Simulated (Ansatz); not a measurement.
# GeH₃Cl + H₂O: a complex and its separated parts, part 2 of 2

Ansatz 0.2.0, Gaussian basis.

### Step 13. CAM-B3LYP-D4/def2-TZVPP

The inputs:

parta/in.yaml

```yaml
crystal:
  periodic: [false, false, false]
  atoms:
    - {symbol: Ge, position_ang: [-0.606376, -1.112818, -0.293553]}
    - {symbol: H, position_ang: [-1.311913, -2.319529, -0.919800]}
    - {symbol: H, position_ang: [0.553560, -1.540640, 0.610840]}
    - {symbol: H, position_ang: [-1.591404, -0.198638, 0.441518]}
    - {symbol: Cl, position_ang: [0.239827, 0.035876, -1.908777]}
basis:
  gaussian: {orbitals: def2-TZVPP}
hamiltonian: {xc: {name: CAM-B3LYP}, dispersion: d4}
```

partb/in.yaml

```yaml
crystal:
  periodic: [false, false, false]
  atoms:
    - {symbol: O, position_ang: [1.009557, 1.438805, 0.946671]}
    - {symbol: H, position_ang: [1.160265, 1.436597, -0.000966]}
    - {symbol: H, position_ang: [0.546583, 2.260345, 1.124066]}
basis:
  gaussian: {orbitals: def2-TZVPP}
hamiltonian: {xc: {name: CAM-B3LYP}, dispersion: d4}
```

One command serves all of them, each in its own folder.

The run is started by

```
> ansatz run in.yaml --threads 4 --pin off --events-out ev --progress --plain --max-ram 9574MiB
```

Output in parta (excerpt; [...] marks lines left out):

```text
Functional definition: CAM-B3LYP
  name "CAM-B3LYP"
  cite "Yanai, Tew & Handy, Chem. Phys. Lett. 393, 51 (2004) doi:10.1016/j.cplett.2004.06.011"
  cite "Iikura, Tsuneda, Yanai & Hirao, J. Chem. Phys. 115, 3540 (2001) doi:10.1063/1.1383587"
  cite "Becke, Phys. Rev. A 38, 3098 (1988) doi:10.1103/PhysRevA.38.3098"
  cite "Lee, Yang & Parr, Phys. Rev. B 37, 785 (1988) doi:10.1103/PhysRevB.37.785"
[...]
879 factors; their error is unknown
188 factors; integrals over basis functions are off by at most 1.5e-5 eV
[...]
mean field -69094.71285933 eV, -2539.1838635019 hartree, gradient 5.1e-5 eV, S^2 0.000000; 0 other end points of the search recorded, 0 dependent functions left out
reference -69094.71297395 eV, -2539.1838677139 hartree; 26, 26 occupied and 106, 106 virtual orbitals, 879 factors
Total energy: -69094.77754635 eV, -2539.1862407059 hartree
```

Log of partb (excerpt; [...] marks lines left out):

```text
[... 6 set-up lines as earlier in the session ...]
[...]
  # Exact exchange under (alpha + beta erf(omega r))/r, Becke's under what is left of 1/r.
[...]
269 factors; their error is unknown
72 factors; integrals over basis functions are off by at most 1.6e-5 eV
[...]
mean field -2079.99969703 eV, -76.4385789915 hartree, gradient 1.1e-5 eV, S^2 0.000000; 0 other end points of the search recorded, 0 dependent functions left out
reference -2079.99976446 eV, -76.4385814693 hartree; 5, 5 occupied and 54, 54 virtual orbitals, 269 factors
Total energy: -2080.00383014 eV, -76.4387308803 hartree
```

They took 0.95 s (parta), 0.2 s (partb) on 4 threads of Arm Neoverse V1, shared host.

### Step 14. wB97X-V/def2-TZVPP

The same edit goes into each in.yaml of step 13 (parta, partb):

```diff
-hamiltonian: {xc: {name: CAM-B3LYP}, dispersion: d4}
+hamiltonian: {xc: {name: wB97X-V}}
```

The same command starts each run, in its folder.

The run is started by

```
> ansatz run in.yaml --threads 4 --pin off --events-out ev --progress --plain --max-ram 9574MiB
```

Output in parta (excerpt; [...] marks lines left out):

```text
Functional definition: wB97X-V
  name "wB97X-V"
  cite "Mardirossian & Head-Gordon, Phys. Chem. Chem. Phys. 16, 9904 (2014) doi:10.1039/C3CP54374A"
[... 2 set-up lines as earlier in the session ...]
[...]
      + integral(e_c_pw_opposite_spin*poly(b97_u_opposite, cos0, cos1)) + vv10(b, c)
876 factors; their error is unknown
165 factors; integrals over basis functions are off by at most 4.5e-5 eV
[...]
mean field -69084.06002721 eV, -2538.7923791422 hartree, gradient 2.3e-5 eV, S^2 0.000000; 0 other end points of the search recorded, 0 dependent functions left out
reference -69084.06002567 eV, -2538.7923790856 hartree; 26, 26 occupied and 106, 106 virtual orbitals, 876 factors
Total energy: -69084.06002567 eV, -2538.7923790856 hartree
```

Log of partb (excerpt; [...] marks lines left out):

```text
[... 5 set-up lines as earlier in the session ...]
[...]
      + integral(e_c_pw_opposite_spin*poly(b97_u_opposite, cos0, cos1)) + vv10(b, c)
269 factors; their error is unknown
69 factors; integrals over basis functions are off by at most 2.2e-5 eV
[...]
mean field -2079.88766176 eV, -76.4344617711 hartree, gradient 2.2e-5 eV, S^2 0.000000; 0 other end points of the search recorded, 0 dependent functions left out
reference -2079.88766086 eV, -76.4344617382 hartree; 5, 5 occupied and 54, 54 virtual orbitals, 269 factors
Total energy: -2079.88766086 eV, -76.4344617382 hartree
```

Times: 2.2 s (parta), 0.4 s (partb) on 4 threads of Arm Neoverse V1, shared host.

### Step 15. wB97M-V/def2-TZVPP

Each input of step 14 (parta, partb) changes in the same lines:

```diff
-hamiltonian: {xc: {name: wB97X-V}}
+hamiltonian: {xc: {name: wB97M-V}}
```

One command serves all of them, each in its own folder.

The run is started by

```
> ansatz run in.yaml --threads 4 --pin off --events-out ev --progress --plain --max-ram 9574MiB
```

Output in parta (excerpt; [...] marks lines left out):

```text
Functional definition: wB97M-V
  name "wB97M-V"
  cite "Mardirossian & Head-Gordon, J. Chem. Phys. 144, 214110 (2016) doi:10.1063/1.4952647"
[... 2 set-up lines as earlier in the session ...]
  # Of w^i u^j: cxij and so on, Table III.
[...]
  gx(w, u) = 1 - cx + cx01*u + cx10*w
[...]
      + integral(e_c_pw_mod_opposite_spin*gos(b97_w_opposite, b97_u_opposite)) + vv10(b, c)
873 factors; their error is unknown
165 factors; integrals over basis functions are off by at most 4.5e-5 eV
[...]
mean field -69086.97013100 eV, -2538.8993234840 hartree, gradient 1.6e-5 eV, S^2 0.000000; 0 other end points of the search recorded, 0 dependent functions left out
reference -69086.97016812 eV, -2538.8993248482 hartree; 26, 26 occupied and 106, 106 virtual orbitals, 873 factors
Total energy: -69086.97016812 eV, -2538.8993248482 hartree
```

partb printed (excerpt; [...] marks lines left out):

```text
[... 5 set-up lines as earlier in the session ...]
  # Of w^i u^j: cxij and so on, Table III.
[...]
  gx(w, u) = 1 - cx + cx01*u + cx10*w
[...]
      + integral(e_c_pw_mod_opposite_spin*gos(b97_w_opposite, b97_u_opposite)) + vv10(b, c)
269 factors; their error is unknown
69 factors; integrals over basis functions are off by at most 2.2e-5 eV
[...]
mean field -2079.85936612 eV, -76.4334219255 hartree, gradient 2.9e-5 eV, S^2 0.000000; 0 other end points of the search recorded, 0 dependent functions left out
reference -2079.85938813 eV, -76.4334227343 hartree; 5, 5 occupied and 54, 54 virtual orbitals, 269 factors
Total energy: -2079.85938813 eV, -76.4334227343 hartree
```

Times: 2.9 s (parta), 0.4 s (partb) on 4 threads of Arm Neoverse V1, shared host.

### Step 16. B2PLYP/def2-TZVPP

Each input of step 15 (parta, partb) changes in the same lines:

```diff
-hamiltonian: {xc: {name: wB97M-V}}
+hamiltonian: {xc: {name: B2PLYP}}
```

One command serves all of them, each in its own folder.

The run is started by

```
> ansatz run in.yaml --threads 4 --pin off --events-out ev --progress --plain --max-ram 9574MiB
```

Log of parta (excerpt; [...] marks lines left out):

```text
Functional definition: B2PLYP
  name "B2PLYP"
  cite "Grimme, J. Chem. Phys. 124, 034108 (2006) doi:10.1063/1.2148954"
[... 2 set-up lines as earlier in the session ...]
[...]
794 factors; integrals over basis functions are off by at most 6.6e-4 eV
[...]
mean field -69073.35782737 eV, -2538.3990805522 hartree, gradient 3.6e-6 eV, S^2 0.000000; 0 other end points of the search recorded, 0 dependent functions left out
14 core orbitals not correlated: weight in the atoms' cores, before any rotation towards them, 1.000 or more for the frozen orbitals, at most 0.000 for the correlated occupied ones
reference -69073.35797704 eV, -2538.3990860526 hartree; 12, 12 occupied and 106, 106 virtual orbitals, 794 factors
second order -15.01131983 eV of doubles, -0.00000000 eV of singles
Total energy: -69077.41103340 eV, -2538.5480331264 hartree
```

Output in partb (excerpt; [...] marks lines left out):

```text
[... 5 set-up lines as earlier in the session ...]
[...]
361 factors; integrals over basis functions are off by at most 7.6e-4 eV
[...]
mean field -2077.03831551 eV, -76.3297502277 hartree, gradient 8.4e-7 eV, S^2 0.000000; 0 other end points of the search recorded, 0 dependent functions left out
1 core orbitals not correlated: weight in the atoms' cores, before any rotation towards them, 1.000 or more for the frozen orbitals, at most 0.000 for the correlated occupied ones
reference -2077.03840052 eV, -76.3297533520 hartree; 4, 4 occupied and 54, 54 virtual orbitals, 361 factors
second order -8.41850681 eV of doubles, -0.00000000 eV of singles
Total energy: -2079.31139736 eV, -76.4132844452 hartree
```

They took 1.3 s (parta), 0.25 s (partb) on 4 threads of Arm Neoverse V1, shared host.

### Step 17. PBE-QIDH/def2-TZVPP

Each input of step 16 (parta, partb) changes in the same lines:

```diff
-hamiltonian: {xc: {name: B2PLYP}}
+hamiltonian: {xc: {name: PBE-QIDH}}
```

One command serves all of them, each in its own folder.

The run is started by

```
> ansatz run in.yaml --threads 4 --pin off --events-out ev --progress --plain --max-ram 9574MiB
```

Log of parta (excerpt; [...] marks lines left out):

```text
Functional definition: PBE-QIDH
  name "PBE-QIDH"
  cite "Brémond, Sancho-García, Pérez-Jiménez & Adamo, J. Chem. Phys. 141, 031101 (2014) doi:10.1063/1.4890314"
[... 1 set-up line as earlier in the session ...]
[...]
794 factors; integrals over basis functions are off by at most 6.6e-4 eV
[...]
mean field -69063.98267028 eV, -2538.0545498838 hartree, gradient 6.0e-6 eV, S^2 0.000000; 0 other end points of the search recorded, 0 dependent functions left out
14 core orbitals not correlated: weight in the atoms' cores, before any rotation towards them, 1.000 or more for the frozen orbitals, at most 0.000 for the correlated occupied ones
reference -69063.98268099 eV, -2538.0545502776 hartree; 12, 12 occupied and 106, 106 virtual orbitals, 794 factors
second order -13.93558154 eV of doubles, -0.00000000 eV of singles
Total energy: -69068.62787484 eV, -2538.2252580029 hartree
```

Output in partb (excerpt; [...] marks lines left out):

```text
[... 4 set-up lines as earlier in the session ...]
[...]
361 factors; integrals over basis functions are off by at most 7.6e-4 eV
[...]
mean field -2075.58440521 eV, -76.2763200099 hartree, gradient 2.2e-6 eV, S^2 0.000000; 0 other end points of the search recorded, 0 dependent functions left out
1 core orbitals not correlated: weight in the atoms' cores, before any rotation towards them, 1.000 or more for the frozen orbitals, at most 0.000 for the correlated occupied ones
reference -2075.58441070 eV, -76.2763202117 hartree; 4, 4 occupied and 54, 54 virtual orbitals, 361 factors
second order -7.85880563 eV of doubles, -0.00000000 eV of singles
Total energy: -2078.20401258 eV, -76.3725888051 hartree
```

Times: 1.4 s (parta), 0.25 s (partb) on 4 threads of Arm Neoverse V1, shared host.

### Step 18. RPA on PBE/def2-TZVPP

Each input of step 17 (parta, partb) changes in the same lines:

```diff
-hamiltonian: {xc: {name: PBE-QIDH}}
+hamiltonian: {xc: pbe}
+correlation: {method: rpa}
```

The same command starts each run, in its folder.

The run is started by

```
> ansatz run in.yaml --threads 4 --pin off --events-out ev --progress --plain --max-ram 9574MiB
```

parta printed (excerpt; [...] marks lines left out):

```text
[... 4 set-up lines as earlier in the session ...]
[...]
794 factors; integrals over basis functions are off by at most 6.6e-4 eV
[...]
mean field -69077.12127372 eV, -2538.5373846547 hartree, gradient 4.9e-6 eV, S^2 0.000000; 0 other end points of the search recorded, 0 dependent functions left out
14 core orbitals not correlated: weight in the atoms' cores, before any rotation towards them, 1.000 or more for the frozen orbitals, at most 0.000 for the correlated occupied ones
reference -69024.99596782 eV, -2536.6218149946 hartree; 12, 12 occupied and 106, 106 virtual orbitals, 794 factors
Total energy: -69045.49399556 eV, -2537.3751036201 hartree
```

partb printed (excerpt; [...] marks lines left out):

```text
[... 4 set-up lines as earlier in the session ...]
[...]
361 factors; integrals over basis functions are off by at most 7.6e-4 eV
[...]
mean field -2078.40749495 eV, -76.3800666444 hartree, gradient 2.1e-6 eV, S^2 0.000000; 0 other end points of the search recorded, 0 dependent functions left out
1 core orbitals not correlated: weight in the atoms' cores, before any rotation towards them, 1.000 or more for the frozen orbitals, at most 0.000 for the correlated occupied ones
reference -2069.53707154 eV, -76.0540845966 hartree; 4, 4 occupied and 54, 54 virtual orbitals, 361 factors
Total energy: -2080.48250436 eV, -76.4563218335 hartree
```

Times: 1.1 s (parta), 0.25 s (partb) on 4 threads of Arm Neoverse V1, shared host.

### Step 19. CCSD(T)/def2-TZVPP

The same edit goes into each in.yaml of step 18 (parta, partb):

```diff
-hamiltonian: {xc: pbe}
-correlation: {method: rpa}
+correlation: {method: ccsd_t}
```

The same command starts each run, in its folder.

The run is started by

```
> ansatz run in.yaml --threads 4 --pin off --events-out ev --progress --plain --max-ram 9574MiB
```

Log of parta (excerpt; [...] marks lines left out):

```text
Functional definition: HF
  name "HF"
  cite "Fock, Z. Phys. 61, 126 (1930) doi:10.1007/BF01340294"
[... 1 set-up line as earlier in the session ...]
[...]
794 factors; integrals over basis functions are off by at most 6.6e-4 eV
[...]
mean field -69026.11506360 eV, -2536.6629410060 hartree, gradient 2.7e-6 eV, S^2 0.000000; 0 other end points of the search recorded, 0 dependent functions left out
14 core orbitals not correlated: weight in the atoms' cores, before any rotation towards them, 1.000 or more for the frozen orbitals, at most 0.000 for the correlated occupied ones
reference -69026.11506360 eV, -2536.6629410060 hartree; 12, 12 occupied and 106, 106 virtual orbitals, 794 factors
second order -12.34069988 eV of doubles, -0.00000000 eV of singles
cycle   1  -12.69500146 eV  change   -3.5e-1 eV  update   7.8e-2
[...]
cycle   8  -13.12769180 eV  change   -1.5e-5 eV  update   1.8e-5
perturbative correction -0.47211630 eV, -0.0173499541 hartree
Total energy: -69039.71487170 eV, -2537.1627247354 hartree
```

partb printed (excerpt; [...] marks lines left out):

```text
[... 4 set-up lines as earlier in the session ...]
[...]
361 factors; integrals over basis functions are off by at most 7.6e-4 eV
[...]
mean field -2069.76249702 eV, -76.0623688300 hartree, gradient 3.6e-6 eV, S^2 0.000000; 0 other end points of the search recorded, 0 dependent functions left out
1 core orbitals not correlated: weight in the atoms' cores, before any rotation towards them, 1.000 or more for the frozen orbitals, at most 0.000 for the correlated occupied ones
reference -2069.76249702 eV, -76.0623688300 hartree; 4, 4 occupied and 54, 54 virtual orbitals, 361 factors
second order -7.10542383 eV of doubles, -0.00000000 eV of singles
cycle   1  -7.11152226 eV  change   -6.1e-3 eV  update   4.1e-2
[...]
cycle   8  -7.26595812 eV  change    3.4e-6 eV  update   7.2e-6
perturbative correction -0.20738651 eV, -0.0076213137 hartree
Total energy: -2077.23584165 eV, -76.3370091797 hartree
```

Times: 6.5 s (parta), 0.25 s (partb) on 4 threads of Arm Neoverse V1, shared host; peak memory 0.64 GiB.

### Step 20. Vibrations of GeH₃Cl

The input, vib-parta/in.yaml:

```yaml
crystal:
  periodic: [false, false, false]
  atoms:
    - {symbol: Ge, position_ang: [-0.606376, -1.112818, -0.293553]}
    - {symbol: H, position_ang: [-1.311913, -2.319529, -0.919800]}
    - {symbol: H, position_ang: [0.553560, -1.540640, 0.610840]}
    - {symbol: H, position_ang: [-1.591404, -0.198638, 0.441518]}
    - {symbol: Cl, position_ang: [0.239827, 0.035876, -1.908777]}
basis:
  gaussian: {orbitals: def2-TZVP}
hamiltonian: {xc: pbe0, dispersion: d4}
phonons: {temperatures: {t_min: 298.15, t_max: 900, t_step: 200}}
```

The run is started by

```
> ansatz run in.yaml --threads 4 --pin off --events-out ev --progress --plain --max-ram 9574MiB
```

Standard output (excerpt; [...] marks lines left out):

```text
[... 5 set-up lines as earlier in the session ...]
[...]
801 factors; their error is unknown
[...]
mean field -69079.72708634 eV, -2538.6331465024 hartree, gradient 1.6e-5 eV, S^2 0.000000; 0 other end points of the search recorded, 0 dependent functions left out
[...]
Atom 2 at     0.553560    -1.540640     0.610840 Å, force     0.000609    -0.000584     0.001363 eV/Å
Atom 3 at    -1.591404    -0.198638     0.441518 Å, force    -0.001215     0.000645     0.001415 eV/Å
Atom 4 at     0.239827     0.035876    -1.908777 Å, force    -0.000898    -0.001253     0.001141 eV/Å
Dipole moment:    -0.160801    -0.218273     0.306862 e Å
Vibrations: 427.08 595.97 596.11 848.63 871.21 871.29 2178.78 2189.33 2189.59 cm⁻¹, zero-point energy 0.667530 eV
```

Wall time 17 s (4 threads of Arm Neoverse V1, shared host).

Wavenumbers and character of the modes:

| mode | wavenumber (cm⁻¹) | character |
| --- | --- | --- |
| 1 | 427 | Ge–Cl stretch |
| 2 | 596 | bend |
| 3 | 596 | bend |
| 4 | 849 | bend |
| 5 | 871 | bend |
| 6 | 871 | bend |
| 7 | 2179 | Ge–H stretch |
| 8 | 2189 | Ge–H stretch |
| 9 | 2190 | Ge–H stretch |

Vibrational sums (real modes only):

| T (K) | entropy (J/mol/K) | heat capacity (J/mol/K) |
| --- | --- | --- |
| 298 | 9.5 | 21.6 |
| 498 | 24.7 | 37.4 |
| 698 | 39.0 | 47.5 |
| 898 | 51.9 | 54.5 |

### Step 21. Vibrations of H₂O

The input, vib-partb/in.yaml:

```yaml
crystal:
  periodic: [false, false, false]
  atoms:
    - {symbol: O, position_ang: [1.009557, 1.438805, 0.946671]}
    - {symbol: H, position_ang: [1.160265, 1.436597, -0.000966]}
    - {symbol: H, position_ang: [0.546583, 2.260345, 1.124066]}
basis:
  gaussian: {orbitals: def2-TZVP}
hamiltonian: {xc: pbe0, dispersion: d4}
phonons: {temperatures: {t_min: 298.15, t_max: 900, t_step: 200}}
```

The run is started by

```
> ansatz run in.yaml --threads 4 --pin off --events-out ev --progress --plain --max-ram 9574MiB
```

Standard output (excerpt; [...] marks lines left out):

```text
[... 5 set-up lines as earlier in the session ...]
[...]
239 factors; their error is unknown
[...]
mean field -2078.33307630 eV, -76.3773318094 hartree, gradient 1.2e-5 eV, S^2 0.000000; 0 other end points of the search recorded, 0 dependent functions left out
[...]
Total energy: -2078.33734584 eV, -76.3774887119 hartree
Atom 0 at     1.009557     1.438805     0.946671 Å, force     0.001290    -0.003386     0.003183 eV/Å
Atom 1 at     1.160265     1.436597    -0.000966 Å, force    -0.001130     0.002343    -0.000703 eV/Å
Atom 2 at     0.546583     2.260345     1.124066 Å, force    -0.000160     0.001042    -0.002480 eV/Å
Dipole moment:    -0.115159     0.302157    -0.284056 e Å
Vibrations: 1622.49 3851.86 3959.87 cm⁻¹, zero-point energy 0.584847 eV
```

Wall time 0.6 s (4 threads of Arm Neoverse V1, shared host).

The modes, with what each moves most:

| mode | wavenumber (cm⁻¹) | character |
| --- | --- | --- |
| 1 | 1622 | bend |
| 2 | 3852 | O–H stretch |
| 3 | 3960 | O–H stretch |

Vibrational sums (real modes only):

| T (K) | entropy (J/mol/K) | heat capacity (J/mol/K) |
| --- | --- | --- |
| 298 | 0.0 | 0.2 |
| 498 | 0.4 | 1.7 |
| 698 | 1.4 | 3.9 |
| 898 | 2.6 | 6.1 |

### Step 22. Complex less separated parts

The complex's own energies come from single points at the same levels.

Rows are in def2-TZVPP; times add the 3 runs of a level on a shared host, so small differences are noise.

Differences are taken before rounding.

| method | rung | complex less parts (eV) | from CCSD(T) (eV) | time |
| --- | --- | --- | --- | --- |
| SPW92 | LDA | -0.284 | -0.120 | 1.4 s |
| PBE-D4 | GGA | -0.200 | -0.035 | 2 s |
| BLYP-D4 | GGA | -0.190 | -0.025 | 2.2 s |
| r2SCAN-D4 | meta-GGA | -0.187 | -0.022 | 4.7 s |
| B97M-V | meta-GGA | -0.189 | -0.024 | 8.2 s |
| PBE0-D4 | hybrid | -0.181 | -0.017 | 2.9 s |
| B3LYP-D4 | hybrid | -0.184 | -0.020 | 2.7 s |
| r2SCAN0-D4 | hybrid | -0.180 | -0.015 | 5.4 s |
| BHLYP-D4 | hybrid | -0.184 | -0.020 | 2.7 s |
| CAM-B3LYP-D4 | range-separated hybrid | -0.190 | -0.026 | 3.1 s |
| wB97X-V | range-separated hybrid | -0.184 | -0.019 | 7.5 s |
| wB97M-V | range-separated hybrid | -0.194 | -0.029 | 9.3 s |
| B2PLYP | double hybrid | -0.139 | +0.026 | 4.5 s |
| PBE-QIDH | double hybrid | -0.153 | +0.012 | 4.7 s |
| RPA on PBE | RPA | -0.141 | +0.024 | 4.4 s |
| Hartree-Fock | wavefunction | -0.058 | +0.107 |  |
| MP2 | wavefunction | -0.171 | -0.007 |  |
| CCSD | wavefunction | -0.148 | +0.017 |  |
| CCSD(T) | wavefunction | -0.165 | 0 | 58 s |

Among the levels timed on like hardware and quicker than the yardstick, those that no quicker one beats, quickest first: SPW92 (1.4 s, -0.120 eV); PBE-D4 (2 s, -0.035 eV); BLYP-D4 (2.2 s, -0.025 eV); BHLYP-D4 (2.7 s, -0.020 eV); PBE0-D4 (2.9 s, -0.017 eV); PBE-QIDH (4.7 s, +0.012 eV).

For cost: PBE-QIDH gets within 0.012 eV in 4.7 s, where CCSD(T) took 58 s; the quickest level in the cost chart, SPW92, takes 1.4 s and misses by 0.120 eV.

The complex's zero-point energy, from a separate PBE0-D4 run, is 1.310 eV.

### Step 23. Results

This closing draws on all 2 parts.

| quantity | value |
| --- | --- |
| complex less parts, CCSD(T)/def2-TZVPP | -0.165 eV |
| with zero-point energy | -0.107 eV |
| largest T1 diagnostic | 0.010 |

**Reading.** At CCSD(T) the complex lies 0.165 eV below its parts. PBE-QIDH is the best functional here (+0.012 eV from CCSD(T)); SPW92 is the worst (-0.120 eV). By rung, the mean size of the error is: LDA 0.120, GGA 0.030, meta-GGA 0.023, hybrid 0.018, range-separated hybrid 0.025, double hybrid 0.019 eV. PBE-D4 gives a relative energy 0.035 eV too low, inside chemical accuracy (1 kcal/mol, 0.043 eV). No counterpoise was applied, and triple zeta lacks some correlation, so the CCSD(T) reference has a basis error of its own, and close matches with it are partly luck.
